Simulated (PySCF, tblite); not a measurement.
# C₄H₁₂OSSi₂: geometry, infrared bands and NMR shifts

Wanted: the infrared bands and NMR shifts of C₄H₁₂OSSi₂ (`C=C[Si@H](OC)[SiH2]SC`), by calculation.

Computed with tblite 0.8.0 and PySCF 2.14.0, with density-fitted response routines of our own, on a single molecule in the gas phase. Atoms count from 0, in the outputs and in this text.

## (1) The starting structure

20 atoms, charge 0, multiplicity 1; geometry from: force field or distance geometry start.

Bonds of the start (Å): C0–C1 1.33, C1–Si2 1.85, Si2–O3 1.69, O3–C4 1.40, Si2–Si5 2.23, Si5–S6 2.15, S6–C7 1.81, C0–H8 1.08, C0–H9 1.11, C1–H10 1.10, Si2–H11 1.49, C4–H12 1.12, C4–H13 1.11, C4–H14 1.12, Si5–H15 1.49, Si5–H16 1.48, C7–H17 1.10, C7–H18 1.11, C7–H19 1.11.

## (2) Optimising the geometry with GFN2-xTB

What the job is given:

```
{"job": {"kind": "relax", "xc": "GFN2-xTB", "basis": "xTB"}, "charge": 0, "multiplicity": 1}
C     -2.080100     2.052600     0.064800
C     -2.265700     0.766900    -0.199900
Si    -0.861200    -0.150400    -0.971400
O     -0.995100    -1.796900    -0.621600
C     -2.127000    -2.135100     0.120700
Si     1.080700     0.648600    -0.216100
S      2.712300    -0.456900    -1.072900
C      4.177300    -0.123600    -0.063800
H     -1.124000     2.474500    -0.211200
H     -2.878000     2.667100     0.538100
H     -3.211100     0.272100     0.064500
H     -0.951000     0.064600    -2.443500
H     -3.072800    -1.882200    -0.419800
H     -2.132200    -3.224100     0.328900
H     -2.069100    -1.594600     1.098300
H      1.156800     0.484100     1.264800
H      1.248200     2.079600    -0.536400
H      5.009600     0.187300    -0.717900
H      4.410200    -1.030700     0.532000
H      3.967100     0.707900     0.639800
```

The run is started by

```sh
$ OMP_NUM_THREADS=1 python probes_run.py task.json out
```

One launch serves the whole session: the jobs run in the order shown.

**Question.** This job is followed by: GFN2-xTB harmonic vibrations, gas phase; GIAO PBE0/pcSseg-1 NMR shielding, non-relativistic, gas phase. Predict these results of the whole session: strongest single infrared mode (GFN2-xTB); zero-point energy (GFN2-xTB); 13C shifts against TMS (PBE0/pcSseg-1); 1H shifts against TMS (PBE0/pcSseg-1, means over atoms taken as alike); 29Si shifts against TMS (PBE0/pcSseg-1); 17O shifts against H2O (PBE0/pcSseg-1); 33S shifts against CS2 (PBE0/pcSseg-1).

The runs gave:

```
                                                              quantity                                               value
                             strongest single infrared mode (GFN2-xTB)                                638 cm⁻¹, 508 km/mol
                                          zero-point energy (GFN2-xTB)                                       91.8 kcal/mol
                                13C shifts against TMS (PBE0/pcSseg-1)                        143.6, 139.9, 54.7, 20.0 ppm
1H shifts against TMS (PBE0/pcSseg-1, means over atoms taken as alike)  6.80, 6.48, 6.31, 5.67, 4.60, 4.53, 3.79, 2.02 ppm
                               29Si shifts against TMS (PBE0/pcSseg-1)                                    -14.7, -52.4 ppm
                                17O shifts against H2O (PBE0/pcSseg-1)                                             1.8 ppm
                                33S shifts against CS2 (PBE0/pcSseg-1)                                            -234 ppm
```

The optimisation took 299 steps and gained 0.816 eV; among the close pairs (by a distance rule), Si2–O3 changed most, from 1.689 to 1.629 Å. No mode is imaginary among the 54: a minimum at this level. The strongest single mode, at 638 cm⁻¹, moves mainly H11. GFN2-xTB is a fitted tight-binding method: band positions and strengths are rough. Its intensities can rank the bands wrongly. C0 (terminal =CH2 carbon) lies farthest downfield among carbon, at 143.6 ppm; the olefinic region. The most deshielded hydrogen is H10 (hydrogen on an alkene CH), at 6.80 ppm: attached to an sp2 carbon and in the plane of the double bond. At PBE0/pcSseg-1: Shielding is most anisotropic at S6 (span 296 ppm, paramagnetic term -324 ppm).
